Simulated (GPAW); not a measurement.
# WS2 (P6_3/mmc) in GPAW: single point with LDA

Aim: the single point of WS2 with LDA.

All numbers are computed with GPAW 26.7.0; they aren't measurements. Logs are shortened: lines on timing, memory, paths and dates and some standing lists are left out, and cuts for length are marked. The log counts tension as positive stress, the text compression.

### Step 1. The structure

The structure is hexagonal, space group P6_3/mmc (No. 194). The conventional cell has a = 3.153 Å, b = 3.153 Å, c = 12.323 Å, α = 90.00°, β = 90.00°, γ = 120.00°. Around W (site symmetry -6m2) lie 6 S at 2.41 Å. Around S (site symmetry 3m) lie 3 W at 2.41 Å.

### Step 2. Single point, LDA

run.py

```python
from ase import Atoms
from ase.dft.bandgap import bandgap
from ase.io import write
from ase.units import GPa
from gpaw import GPAW, PW

atoms = Atoms(['W', 'W', 'S', 'S', 'S', 'S'],
              cell=[[3.1531999986, 0.0, 0.0],
                    [-1.5765999993, 2.730751302, 0.0],
                    [0.0, 0.0, 12.323]],
              scaled_positions=[[0.33333333, 0.66666667, 0.25],
                                [0.6666666633, 0.3333333367, 0.75],
                                [0.33333333, 0.66666667, 0.62206134],
                                [0.6666666633, 0.3333333367, 0.12206134],
                                [0.33333333, 0.66666667, 0.87793866],
                                [0.6666666633, 0.3333333367, 0.37793866]],
              pbc=True)

calc = GPAW(mode=PW(500),
            xc='LDA',
            kpts={'size': (8, 8, 2), 'gamma': True},
            occupations={'name': 'fermi-dirac', 'width': 0.05},
            nbands=46,
            maxiter=120,
            txt='gpaw.txt')
atoms.calc = calc
energy = atoms.get_potential_energy()
forces = atoms.get_forces()
stress = atoms.get_stress()
calc.write('gs.gpw')
write('result.traj', atoms)
print(f'Energy: {energy:.6f} eV')
print('Forces (eV/A):')
print(forces.round(4))
print('Stress (GPa):', (stress / GPa).round(3))
print('Fermi level:', round(calc.get_fermi_level(), 4), 'eV')
print(f'Gap: {bandgap(calc)[0]:.4f} eV, direct: {bandgap(calc, direct=True)[0]:.4f} eV')
```

Potentials or basis: the program's PAW data sets (release 1.2.1) made for this functional, pw.

The run is started by

```
$ OMP_NUM_THREADS=1 python run.py
```

gpaw.txt:

```text
__  _  _
 | _ |_)|_||  |
 |__||  | ||/\| - 26.7.0

Input parameters:
  mode=PW(ecut=500.0),
  kpts=MonkhorstPack(size=(8, 8, 2), gamma=True),
  maxiter=120,
  nbands=46,
  occupations=Occupations(name='fermi-dirac', width=0.05),
  xc=XC(name='LDA')

Diagonalizing LCAO Hamiltonian
Converting LCAO to pw mode

        S

           W
        S

           S
        W

           S

Atoms  # Å, Bohr magnetons
|   | symbol |         x |        y |         z |    initial magnetic moments |
|---|--------|-----------|----------|-----------|-----------------------------|
| 0 |      W | -0.000000 | 1.820501 |  3.080750 | ( 0.0000,  0.0000,  0.0000) |
| 1 |      W |  1.576600 | 0.910250 |  9.242250 | ( 0.0000,  0.0000,  0.0000) |
| 2 |      S | -0.000000 | 1.820501 |  7.665662 | ( 0.0000,  0.0000,  0.0000) |
| 3 |      S |  1.576600 | 0.910250 |  1.504162 | ( 0.0000,  0.0000,  0.0000) |
| 4 |      S | -0.000000 | 1.820501 | 10.818838 | ( 0.0000,  0.0000,  0.0000) |
| 5 |      S |  1.576600 | 0.910250 |  4.657338 | ( 0.0000,  0.0000,  0.0000) |

Unit cell  # Å
| periodic |         x |        y |         z |   lengths |     angles |
|----------|-----------|----------|-----------|-----------|------------|
|      yes |  3.153200 | 0.000000 |  0.000000 |  3.153200 |  90.000000 |
|      yes | -1.576600 | 2.730751 |  0.000000 |  3.153200 |  90.000000 |
|      yes |  0.000000 | 0.000000 | 12.323000 | 12.323000 | 120.000000 |

Number of symmetries: 12
Symmetry operations  # r_c * U_cc + t_c -> r_c
|    | kind |            matrix            |
|----|------|------------------------------|
|  0 |  σ   |  1, 1, 0,  0,-1, 0,  0, 0, 1 |
|  1 |  S6  |  1, 1, 0, -1, 0, 0,  0, 0,-1 |
|  2 |  E   |  1, 0, 0,  0, 1, 0,  0, 0, 1 |
|  3 |  C2  |  1, 0, 0, -1,-1, 0,  0, 0,-1 |
|  4 |  C2  |  0, 1, 0,  1, 0, 0,  0, 0,-1 |
|  5 |  C3  |  0, 1, 0, -1,-1, 0,  0, 0, 1 |
|  6 |  S6  |  0,-1, 0,  1, 1, 0,  0, 0,-1 |
|  7 |  σ   |  0,-1, 0, -1, 0, 0,  0, 0, 1 |
|  8 |  σ   | -1, 0, 0,  1, 1, 0,  0, 0, 1 |
|  9 |  i   | -1, 0, 0,  0,-1, 0,  0, 0,-1 |
| 10 |  C3  | -1,-1, 0,  1, 0, 0,  0, 0, 1 |
| 11 |  C2  | -1,-1, 0,  0, 1, 0,  0, 0,-1 |

BZ-sampling:
  Number of BZ points: 128
  Number of IBZ points: 20

  Monkhorst-Pack size: [8, 8, 2]
  Monkhorst-Pack shift: [0.0625, 0.0625, 0.25]

K-points  # in reciprocal-cell coordinates
|     |                                coordinates |     weight |
|-----|--------------------------------------------|------------|
|   0 | (  0.00000000,   0.00000000,   0.00000000) | 0.00781250 |
|   1 | (  0.00000000,   0.00000000,   0.50000000) | 0.00781250 |
|   2 | (  0.12500000,   0.00000000,   0.00000000) | 0.04687500 |
|   3 | (  0.12500000,   0.00000000,   0.50000000) | 0.04687500 |
|   4 | (  0.25000000,  -0.12500000,   0.00000000) | 0.04687500 |
|   5 | (  0.25000000,  -0.12500000,   0.50000000) | 0.04687500 |
|   6 | (  0.25000000,   0.00000000,   0.00000000) | 0.04687500 |
|   7 | (  0.25000000,   0.00000000,   0.50000000) | 0.04687500 |
|   8 | (  0.37500000,  -0.12500000,   0.00000000) | 0.09375000 |
|   9 | (  0.37500000,  -0.12500000,   0.50000000) | 0.09375000 |
| ... |                                            |            |
|  19 | (  0.50000000,   0.50000000,   0.50000000) | 0.02343750 |

Plane wave coefficients: 2712
Cutoff: 500.0 eV

Spin-components: 1 (collinear spins)
Bands:           46
Projectors:      32
Spin-degeneracy: 2
Datatype:        complex128

Parallelization:
  kpt:    1
  domain: 1
  band:   1

Density:
  Valence electrons: 52.0
  Components: 1
  Grid points: [18 18 64]
  Charge: 0.0  # |e|

Potential:
  Grid points: [18 18 64]

species:
  W:
    name:    Tungsten
    Z:       74.0
    valence: 14
    core:    60
    charge:  0.0  # [|e|]
    compensation charges:
      type: gauss
      rc: 0.40  # [Å]
      lmax: 2
    cutoffs:
      filter: 2.36  # [Å]
      core: 3.02  # [Å]
    projectors
    | kind |    occ | energy [eV] | rcut [Å] |
    |------|--------|-------------|----------|
    |   5s |  2.000 |     -79.053 |    1.344 |
    |   6s |  2.000 |      -5.886 |    1.344 |
    |   5p |  6.000 |     -43.417 |    1.355 |
    |   6p |  0.000 |      -1.469 |    1.355 |
    |   5d |  4.000 |      -4.693 |    1.228 |
    |    d |        |      22.518 |    1.228 |

    Using partial waves for W as LCAO basis

  S:
    name:    Sulfur
    Z:       16.0
    valence: 6
    core:    10
    charge:  0.0  # [|e|]
    compensation charges:
      type: gauss
      rc: 0.24  # [Å]
      lmax: 2
    cutoffs:
      filter: 1.77  # [Å]
      core: 1.66  # [Å]
    projectors
    | kind |    occ | energy [eV] | rcut [Å] |
    |------|--------|-------------|----------|
    |   3s |  2.000 |     -17.278 |    0.974 |
    |   3p |  4.000 |      -7.106 |    0.979 |
    |    s |        |       9.933 |    0.974 |
    |    p |        |      20.105 |    0.979 |
    |    d |        |       0.000 |    0.900 |

    Using partial waves for S as LCAO basis

Reference energy: -920330.548201  # eV

eigensolver:
  PPCG
  Converge bands: occupied
  niter=2

density mixing:
  MSR1-Mixer
  Pratt-step length: 0.05
  Maximum mixing coefficient: 0.75
  Old densities: 10
  SVD Regularization: 0.005
  Good broyden scale: 1.0
  Trust region scale: 1.0
  Backstep threshold: 4.0
  History deletion threshold: 6.0
  Fourier metric: weight=20.0, sigma=0.015

occupation numbers:
  Fermi-Dirac:
    width: 0.0500  # eV

poisson solver:
  ecut: 4000.0  # eV

xc functional:
  name: None

convergence criteria:
- Maximum [total energy] change in last 3 cyles: 0.0005 eV / valence electron
- Maximum integral of absolute [dens]ity change: 0.0001 electrons / valence electron
- Maximum integral of absolute [eigenst]ate change: 4e-08 eV^2 / valence electron
maximum number of iterations: 120

SCF iterations
|iter     | |      energy | eigst |  dens |
|---------|-|-------------|-------|-------|
|iter:   1| |  -50.318284 | +0.41 |       |
|iter:   2| |  -50.533893 | -1.47 | -1.21 |
|iter:   3| |  -51.679986 | -0.96 | -1.23 |
|iter:   4| |  -49.925897 | -1.42 | -1.17 |
|iter:   5| |  -49.875354 | -2.47 | -1.70 |
|iter:   6| |  -49.902482 | -3.24 | -1.91 |
|iter:   7| |  -49.876051 | -3.76 | -2.19 |
|iter:   8| |  -49.875522 | -4.35 | -2.74 |
|iter:   9| |  -49.875500c| -5.90 | -3.36 |
|iter:  10| |  -49.875500c| -7.18 | -4.16c|
|iter:  11| |  -49.875500c| -7.75c| -4.72c|

Converged in 11 steps
Energy contributions relative to reference atoms: (reference = -920330.548201)

Energy contributions:
  Kinetic:          27.815480
  Coulomb:         -31.612139
  Zero:              0.076694
  External:          0.000000
  Xc:              -46.155534
  Entropy:          -0.000002
  Spinorbit:         0.000000
  ----------------------------
  Free energy:     -49.875501
  Extrapolated:    -49.875500

dipole moment: (0.000003, 0.000007, 0.000029)  # |e|*Ang

Fermi level: 9.042
Eigenvalues  # (at kpt = [0.000, 0.000, 0.000])
| band index |      eig [eV] | occ [0-2] |
|------------|---------------|-----------|
|          0 |       -65.782 |     2.000 |
|        ... |               |           |
|         18 |         5.163 |     2.000 |
|         19 |         6.383 |     2.000 |
|         20 |         6.383 |     2.000 |
|         21 |         6.438 |     2.000 |
|         22 |         6.438 |     2.000 |
|         23 |         7.131 |     2.000 |
[... 8 lines left out ...]
|         32 |        11.134 |     0.000 |
|         33 |        11.134 |     0.000 |
|        ... |               |           |
|         45 |        21.068 |     0.000 |

Gap: 1.049 eV
Transition (v -> c):
  (s=0, k=0, n=25, [0.00, 0.00, 0.00]) -> (s=0, k=8, n=26, [0.38, -0.12, 0.00])
Direct/indirect transitions are different
Direct gap: 2.255 eV
Transition at: (s=0, k=12, n=25, [0.38, 0.38, 0.00])

Forces  # eV/Ang
|       x |        y |        z |
|---------|----------|----------|
| 0.00000 |  0.00000 | -0.00015 |  # W    0
| 0.00000 |  0.00000 |  0.00015 |  # W    1
| 0.00000 | -0.00000 |  0.51481 |  # S    2
| 0.00000 |  0.00000 |  0.51541 |  # S    3
| 0.00000 |  0.00000 | -0.51541 |  # S    4
| 0.00000 |  0.00000 | -0.51481 |  # S    5

Stress tensor  # eV/Ang^3
|        x |        y |        z |
|----------|----------|----------|
| 0.029618 | 0.000000 | 0.000000 |
| 0.000000 | 0.029618 | 0.000000 |
| 0.000000 | 0.000000 | 0.034757 |

# Writing to gs.gpw (mode='')
```

Wall time 38 s (1 thread of Intel Xeon 6975P-C (Granite Rapids), shared host); peak memory 0.22 GiB.

What came out:

```yaml
Free_energy: -49.8755 eV
Pressure: -5.0 GPa
Largest_force: 0.515 eV/Å
Band_gap_on_the_k_mesh: 1.05 eV, indirect (least direct gap 2.25 eV)
```

Forces on the atoms (eV/Å):
```
W    0.000  0.000  0.000
W    0.000  0.000  0.000
S    0.000  0.000  0.515
S    0.000  0.000  0.515
S    0.000  0.000 -0.515
S    0.000  0.000 -0.515
```

Caveat: the cutoff is short for stress and forces, so pressures can be off by a GPa or more; spin-orbit coupling is left out, which moves the levels of the heavy elements.
